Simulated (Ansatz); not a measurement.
# NbRu3C (Pm-3m) in Ansatz: reference runs

Aim: a first look at NbRu3C with PBE, on the cell as given and on a disturbed one.

Program: Ansatz 0.2.0. These are calculated values, not measurements. Logs are shortened: lines on timing, memory, paths and dates and some standing lists are left out, and cuts for length are marked.

**1. Starting point**

It takes space group Pm-3m (No. 221, cubic). Conventional cell: a = 4.065 Å, b = 4.065 Å, c = 4.065 Å, α = 90.00°, β = 90.00°, γ = 90.00°. Around Ru (site symmetry 4/mmm) lie 2 C at 2.03 Å. Nb (site symmetry m-3m) is surrounded by 12 Ru at 2.87 Å. Around C (site symmetry m-3m) lie 6 Ru at 2.03 Å.

The cell comes from a database or a generator and needn't be the stable form of this composition.

**2. Single point, PBE**

Input file input.yaml:

```yaml
crystal:
  lattice:
    - [4.065138, 0.0, 0.0]
    - [0.0, 4.065138, 0.0]
    - [0.0, 0.0, 4.065138]
  atoms:
    - { symbol: Ru, position: [0.5, 0.5, 0.0] }
    - { symbol: Ru, position: [0.5, 0.0, 0.5] }
    - { symbol: Ru, position: [0.0, 0.5, 0.5] }
    - { symbol: Nb, position: [0.0, 0.0, 0.0] }
    - { symbol: C, position: [0.5, 0.5, 0.5] }
hamiltonian:
  xc: pbe
  pseudopotentials: { kind: paw }
kpoints:
  mp_grid: { grid: [7, 7, 7] }
scf:
  occupations: { method: fermi_dirac, width: 0.05 }
output:
  forces: true
  stress: true
  eigenvalues: true
```

Potentials or basis: Ansatz PAW.

Command:

```sh
$ ansatz run input.yaml --threads 2 --pin off --max-ram 5120MiB --backend cpu --events-out ev --progress --plain --runs-dir out
```

What it wrote:

```text
Warning: RAYON_NUM_THREADS=2 ignored (pool sized by the plan → 2); use --threads N
Engine: ansatz 0.2.0, x86_64-unknown-linux-gnu
Pseudopotentials: kind: paw
Pseudopotential: Ru, paw, valence charge 16, recommended cutoff 420 eV (normal), Ru.paw.azcp
Pseudopotential: Nb, paw, valence charge 13, recommended cutoff 420 eV (normal), Nb.paw.azcp
Pseudopotential: C, paw, valence charge 4, recommended cutoff 420 eV (normal), C.paw.azcp
Functional definition: PBE
  parameter kappa = 0.804
  parameter beta = 0.06672455060314922
  exchange = pbe_x(kappa = kappa, mu = beta*pi^2/3)
  correlation = pbe_c(beta = beta)
Crystal: 5 atoms, lattice volume = 67.178 Å³
Basis set: ecut = 420 eV, 1357 PW (Γ), exchange–correlation on 60×60×60 points (8 copies of the dense FFT grid, shifted against one another)
Bands: 39, of which v1, the nominal top of the filled ones, is band 33 counted from 1 (32 counted from 0)
Symmetry: 48 space group operations
Space group: Pm-3m (ITA 221), of the structure as read, at distance tolerance 4.1e-5 Å
k-points: 20 of 343
Non-local potential: Ru, projectors of the file, l = 0: 3, l = 1: 2, l = 2: 2, l = 3: 1
Non-local potential: Nb, projectors of the file, l = 0: 3, l = 1: 2, l = 2: 2, l = 3: 1
Non-local potential: C, projectors of the file, l = 0: 2, l = 1: 2, l = 2: 1
PAW form: soft (Blöchl's): semilocal exchange-correlation on the pseudo side does not see the compensation charge
PAW one-centre angular grid: Ru, 590 points (default); XC on 64 Gauss nodes
PAW one-centre angular grid: Nb, 590 points (default); XC on 64 Gauss nodes
PAW one-centre angular grid: C, 110 points (default); XC on 64 Gauss nodes
Initial density: superposition of atomic densities (neutral atoms: chi_scale 0, normalization atom), corrected by the library's trained network
Initial wavefunctions: pseudopotential atomic-orbital guess
Functional: x = pbe(κ = 0.804, μ = 0.2195149727645171), c = pbe(β = 0.06672455060314922)
SCF iter   1: F=—  HF=-22439.499951 eV  |F-HF|=—  |Δ(HF+E_count)|=         —  Δρ=1.19e-2  dr2=8.48e-2  ethr=1.77e-3  ⟨swp⟩=5.5  Hψ=2531  notcnv=0
preconditioner: auto → Kerker (q_TF=auto, 2.713 Å⁻¹)  [metal: Δε(μ)=0.067 eV  Ē_g=5.297 eV  σ=0.050 eV  W_gap=0.31  n_scr=26 (ndim 8)  ℏωp=26.0 eV  f_vac=0.000  D(μ)=2.96/eV (n_scr^D=26)]
SCF iter   2: F=—  HF=-22439.496485 eV  |F-HF|=—  |Δ(HF+E_count)|=   3.47e-3  Δρ=5.92e-3  dr2=1.94e-2  ethr=1.30e-4  ⟨swp⟩=1.1  Hψ=943  notcnv=0
SCF iter   3: F=—  HF=-22439.495412 eV  |F-HF|=—  |Δ(HF+E_count)|=   1.07e-3  Δρ=6.80e-4  dr2=2.84e-4  ethr=2.99e-5  ⟨swp⟩=1.4  Hψ=789  notcnv=0
SCF iter   4: F=—  HF=-22439.495399 eV  |F-HF|=—  |Δ(HF+E_count)|=   1.26e-5  Δρ=2.03e-4  dr2=2.71e-5  ethr=4.37e-7  ⟨swp⟩=2.2  Hψ=1364  notcnv=0
SCF iter   5: F=—  HF=-22439.495426 eV  |F-HF|=—  |Δ(HF+E_count)|=   2.66e-5  Δρ=5.37e-5  dr2=1.52e-6  ethr=4.16e-8  ⟨swp⟩=2.0  Hψ=1055  notcnv=0
SCF iter   6: F=—  HF=-22439.495426 eV  |F-HF|=—  |Δ(HF+E_count)|=   2.11e-7  Δρ=1.28e-5  dr2=1.06e-7  ethr=1.54e-10  ⟨swp⟩=5.8  Hψ=3304  notcnv=0
SCF iter   7: F=-22439.495426 eV  HF=-22439.495426 eV  |F-HF|=6.22e-9  |Δ(HF+E_count)|=   1.04e-8  Δρ=3.41e-6  dr2=8.84e-9  ethr=1.54e-10  ⟨swp⟩=4.0  Hψ=2279  notcnv=0
SCF 1 converged in 7 iterations: F = -22439.495426 eV  dr2 = 8.84e-9
SCF converged after 7 iterations
Free energy (F): -22439.495426 eV
Harris-Foulkes:  -22439.495426 eV  (|F-HF|=6.22e-9)
Internal energy: -22439.472482 eV  (E = F + TS)
E sigma→0 (E₀):  -22439.483954 eV
Entropy (-TS):   -0.022944 eV (-4.589 meV/atom)
Fermi energy:    20.669983 eV
--- Per-component energies (eV) ---
  E_band       = -318.119010
  E_kinetic    = 2023.616993
  E_local      = -5081.526217  (includes V_loc(G=0)·N_el)
  E_nonlocal   = 1175.746099
  E_hartree    = 1665.930409
  E_xc         = -794.650558
  E_vxc        = -989.423270  (∫ρ·V_xc dr)
  E_paw        = -13554.350918  (= ΣΔE_a)
  E_vpaw       = -778.398130  (= ΣTr[D̂ρ^β])
  E_aug_tail   = -0.000518  (compensation charges beyond the density's cutoff)
  E_ewald      = -7874.237771
  E_smearing   = -0.022944  (= −TS)
  E_closure    = -0.000000  (closes the sum)
  Σ components = -22439.495426   (vs F -22439.495426, Δ=0.00e0)
--- Forces (eV/Å), atoms counted from 1 ---
  atom   1  Ru     0.00000000    -0.00000000    -0.00000000
  atom   2  Ru     0.00000000    -0.00000000    -0.00000000
  atom   3  Ru     0.00000000     0.00000000     0.00000000
  atom   4  Nb    -0.00000000     0.00000000     0.00000000
  atom   5  C      0.00000000    -0.00000000    -0.00000000
  max |Σ_I F_I| component: 8.35e-29 eV/Å
--- Stress (GPa, compression-positive) ---
       -3.372392       0.000000       0.000000
        0.000000      -3.372392       0.000000
       -0.000000       0.000000      -3.372392
  P = ⅓ Tr σ = -3.3724 GPa (-33.724 kbar)
--- Band table (eV; the first three rows and the last of 20) ---
  k-point 0: bands = ["-52.5951", "-52.5149", "-52.5149", "-35.3590", "-23.0115", "-23.0115", "-23.0115", "-22.3613", "-22.3613", "-22.3613", "-22.3605", "-22.3605", "-22.3605", "-11.3584", "-11.3584", "-11.3584", "6.1265", "13.7702", "15.1123", "15.1123", "15.1518", "15.1518", "15.1518", "17.4354", "17.4354", "17.4354", "18.1168", "18.1168", "18.1168", "19.2931", "19.2931", "21.2801", "21.3164", "21.3164", "21.3164", "22.4975", "22.4975", "23.5745", "23.5745"]
  k-point 1: bands = ["-52.5916", "-52.5184", "-52.5148", "-35.3591", "-23.0058", "-23.0058", "-23.0014", "-22.3724", "-22.3669", "-22.3669", "-22.3614", "-22.3606", "-22.3606", "-11.3666", "-11.3602", "-11.3602", "6.2822", "13.9783", "15.1962", "15.1962", "15.2512", "15.2548", "15.2970", "16.3449", "17.2937", "17.2937", "17.9474", "18.3210", "18.3210", "19.3157", "19.7011", "21.0732", "21.3170", "21.3523", "21.3523", "22.3743", "22.4460", "22.7825", "22.7825"]
  k-point 2: bands = ["-52.5821", "-52.5279", "-52.5148", "-35.3593", "-22.9927", "-22.9927", "-22.9776", "-22.3985", "-22.3806", "-22.3806", "-22.3637", "-22.3598", "-22.3598", "-11.3850", "-11.3642", "-11.3642", "6.6775", "14.3526", "14.9397", "15.2927", "15.2927", "15.5278", "15.6329", "15.7905", "17.1131", "17.1131", "17.5185", "18.7105", "18.7105", "19.3441", "19.4607", "20.4989", "21.3183", "21.4545", "21.4545", "21.5493", "21.5493", "21.9820", "22.1364"]
  k-point 19: bands = ["-52.5441", "-52.5401", "-52.5401", "-35.3574", "-23.3112", "-22.7680", "-22.7680", "-22.5522", "-22.5512", "-22.5512", "-22.2436", "-22.2436", "-22.2413", "-11.3765", "-11.3732", "-11.3732", "9.2697", "12.3043", "12.3043", "12.4829", "15.4937", "16.5044", "16.5651", "16.5651", "17.7324", "17.7324", "17.9126", "18.6337", "18.6337", "19.8670", "19.8670", "20.3411", "21.0910", "21.6033", "21.6366", "21.6366", "21.8019", "21.8019", "23.1917"]
```

It took 3.4 s on 2 threads of Intel Xeon at 2.50GHz (Skylake/Cascade Lake), shared host; peak memory 0.4 GiB.

Results:

```yaml
Free_energy: -22439.4954 eV
Pressure: -3.4 GPa
Band_gap_on_the_k_mesh: none (metal or under the smearing width)
```

**3. Single point, PBE (atoms moved at random, drawn with an rms of 0.05 Å)**

Input file input.yaml:

```yaml
crystal:
  lattice:
    - [4.065138, 0.0, 0.0]
    - [0.0, 4.065138, 0.0]
    - [0.0, 0.0, 4.065138]
  atoms:
    - { symbol: Ru, position: [0.504824, 0.50205, 0.008976] }
    - { symbol: Ru, position: [0.488751, -0.007951, 0.500339] }
    - { symbol: Ru, position: [0.003538, 0.49763, 0.514523] }
    - { symbol: Nb, position: [0.002565, 0.017357, 0.002682] }
    - { symbol: C, position: [0.500852, 0.497072, 0.504932] }
hamiltonian:
  xc: pbe
  pseudopotentials: { kind: paw }
kpoints:
  mp_grid: { grid: [7, 7, 7] }
scf:
  occupations: { method: fermi_dirac, width: 0.05 }
output:
  forces: true
  stress: true
  eigenvalues: true
```

Potentials or basis: Ansatz PAW.

Command:

```sh
$ ansatz run input.yaml --threads 2 --pin off --max-ram 5120MiB --backend cpu --events-out ev --progress --plain --runs-dir out
```

What it wrote:

```text
Warning: RAYON_NUM_THREADS=2 ignored (pool sized by the plan → 2); use --threads N
Engine: ansatz 0.2.0, x86_64-unknown-linux-gnu
Pseudopotentials: kind: paw
Pseudopotential: Ru, paw, valence charge 16, recommended cutoff 420 eV (normal), Ru.paw.azcp
Pseudopotential: Nb, paw, valence charge 13, recommended cutoff 420 eV (normal), Nb.paw.azcp
Pseudopotential: C, paw, valence charge 4, recommended cutoff 420 eV (normal), C.paw.azcp
Functional definition: PBE
  parameter kappa = 0.804
  parameter beta = 0.06672455060314922
  exchange = pbe_x(kappa = kappa, mu = beta*pi^2/3)
  correlation = pbe_c(beta = beta)
Crystal: 5 atoms, lattice volume = 67.178 Å³
Basis set: ecut = 420 eV, 1357 PW (Γ), exchange–correlation on 60×60×60 points (8 copies of the dense FFT grid, shifted against one another)
Bands: 39, of which v1, the nominal top of the filled ones, is band 33 counted from 1 (32 counted from 0)
[... 37 lines left out ...]
  E_paw        = -13554.401379  (= ΣΔE_a)
  E_vpaw       = -778.477798  (= ΣTr[D̂ρ^β])
  E_aug_tail   = -0.000522  (compensation charges beyond the density's cutoff)
  E_ewald      = -7871.556541
  E_smearing   = -0.023002  (= −TS)
  E_closure    = 0.000000  (closes the sum)
  Σ components = -22439.468944   (vs F -22439.468944, Δ=0.00e0)
--- Forces (eV/Å), atoms counted from 1 ---
  atom   1  Ru    -0.01045292    -0.03413164    -0.25654194
  atom   2  Ru     0.10877188     0.55462550     0.05552190
  atom   3  Ru    -0.23013295    -0.00261306    -0.04032414
  atom   4  Nb    -0.01814367    -0.33134057     0.07991372
  atom   5  C      0.14998100    -0.18654752     0.16143200
  max |Σ_I F_I| component: 2.33e-5 eV/Å
--- Stress (GPa, compression-positive) ---
       -2.877981       0.235837      -0.030436
        0.235836      -3.001171       0.114855
       -0.030436       0.114855      -2.901310
  P = ⅓ Tr σ = -2.9268 GPa (-29.268 kbar)
--- Band table (eV; the first three rows and the last of 172) ---
  k-point 0: bands = ["-52.5945", "-52.5153", "-52.5115", "-35.3506", "-23.0127", "-23.0093", "-23.0065", "-22.3682", "-22.3643", "-22.3621", "-22.3607", "-22.3583", "-22.3555", "-11.3531", "-11.3524", "-11.3506", "6.1343", "13.7730", "15.1054", "15.1147", "15.1443", "15.1580", "15.1622", "17.3841", "17.4164", "17.4298", "18.1014", "18.1310", "18.1583", "19.3029", "19.3231", "21.2681", "21.3048", "21.3143", "21.3219", "22.4716", "22.4864", "23.5423", "23.5584"]
  k-point 1: bands = ["-52.5909", "-52.5187", "-52.5117", "-35.3507", "-23.0095", "-23.0034", "-22.9941", "-22.3764", "-22.3728", "-22.3702", "-22.3608", "-22.3573", "-22.3551", "-11.3605", "-11.3547", "-11.3525", "6.2900", "13.9806", "15.1710", "15.1801", "15.2646", "15.2722", "15.3043", "16.3338", "17.2747", "17.2908", "17.9460", "18.3122", "18.3456", "19.3294", "19.7041", "21.0551", "21.2630", "21.3524", "21.3914", "22.3248", "22.4220", "22.7809", "22.8646"]
  k-point 2: bands = ["-52.5813", "-52.5282", "-52.5118", "-35.3509", "-22.9984", "-22.9901", "-22.9680", "-22.4030", "-22.3868", "-22.3841", "-22.3604", "-22.3588", "-22.3543", "-11.3786", "-11.3585", "-11.3564", "6.6852", "14.3498", "14.9334", "15.2732", "15.2791", "15.5434", "15.6448", "15.7874", "17.0907", "17.1173", "17.5258", "18.6922", "18.7242", "19.3405", "19.4569", "20.4709", "21.1940", "21.4324", "21.4685", "21.5879", "21.6438", "22.0525", "22.1702"]
  k-point 171: bands = ["-52.5645", "-52.5399", "-52.5167", "-35.3508", "-23.0951", "-22.9361", "-22.8613", "-22.4732", "-22.4560", "-22.4005", "-22.3408", "-22.3350", "-22.3136", "-11.3885", "-11.3677", "-11.3627", "7.3915", "13.2919", "14.6139", "14.8126", "15.6624", "16.1188", "16.5242", "16.5853", "17.0121", "17.2451", "17.3415", "18.2913", "18.4128", "19.0094", "19.1939", "19.6100", "20.5539", "20.7360", "21.3685", "21.4927", "21.8587", "21.9962", "22.7477"]
```

It took 28 s on 2 threads of Intel Xeon at 2.50GHz (Skylake/Cascade Lake), shared host; peak memory 0.6 GiB.

What came out:

| Property | Result |
| --- | --- |
| Free energy | -22439.4689 eV |
| Pressure | -2.9 GPa |
| Largest force | 0.568 eV/Å |
| Band gap on the k mesh | none (metal or under the smearing width) |

Forces in eV/Å, atoms in the order of the input:
```
Ru  -0.010 -0.034 -0.257
Ru   0.109  0.555  0.056
Ru  -0.230 -0.003 -0.040
Nb  -0.018 -0.331  0.080
C    0.150 -0.187  0.161
```

Levels at points of the mesh, in eV from the Fermi level:
| k point | band 30 | band 31 | band 32 | band 33 | band 34 | band 35 | band 36 | band 37 |
| --- | --- | --- | --- | --- | --- | --- | --- | --- |
| (0.00, 0.00, 0.00) | -1.37 | -1.35 | 0.60 | 0.63 | 0.64 | 0.65 | 1.80 | 1.82 |
